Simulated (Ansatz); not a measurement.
Working through vertical spin-state energies of BBrClF, SMILES FB(Cl)Br

With Ansatz's Python interface.

The cells in order, each with its output:

In [1]:
```python
import ansatz as az
```

In [2]:
```python
geometry_ang = [
    ('F', (-0.0422, -1.4928, -0.5919)),
    ('B', (-0.0223, -0.1313, -0.0216)),
    ('Cl', (-0.3836, 0.1055, 1.7632)),
    ('Br', (0.5036, 1.4584, -1.1701)),
]
molecule = az.Crystal.molecule()
for symbol, xyz in geometry_ang:
    molecule = molecule.atom(symbol, xyz)
```

In [3]:
```python
setup = (
    molecule.calculation()
    .basis(gaussian='6-31G*')
    .functional('hf')
)
found = {}
for unpaired in [0, 2]:
    data = setup.spin('collinear', total=unpaired).run().report
    s = unpaired / 2
    found[unpaired] = data['free_energy_ev']
    print(f'2S+1 = {unpaired + 1}: E = {found[unpaired]:.5f} eV, <S^2> = {abs(data["mean_field"]["state"]["spin_squared"]):.3f} (pure state {s * (s + 1):.2f})')
lowest = min(found, key=found.get)
for unpaired, e in found.items():
    print(f'multiplicity {unpaired + 1}: {23.060548 * (e - found[lowest]):.1f} kcal/mol above the lowest')
```
```text
2S+1 = 1: E = -85874.09571 eV, <S^2> = 0.000 (pure state 0.00)
2S+1 = 3: E = -85868.60691 eV, <S^2> = 2.018 (pure state 2.00)
multiplicity 1: 0.0 kcal/mol above the lowest
multiplicity 3: 126.6 kcal/mol above the lowest
```

In order: multiplicity 1 (+0.00 eV) and multiplicity 3 (+5.49 eV), all at the one geometry.

Total energies depend on the basis set; only differences at equal settings carry meaning. The geometry is a force-field or estimated start, not a minimum of this method, and the basis set is short of its limit. All parts are taken at fixed geometry, without zero-point energy. Hartree-Fock leaves correlation out, so it favours high-spin states too much. It ran for 25 s on 1 thread of Arm Neoverse N1, with other jobs on the host, peak memory 0.3 GiB.

(Lines on the test bed's own set-up are left out of the output.)
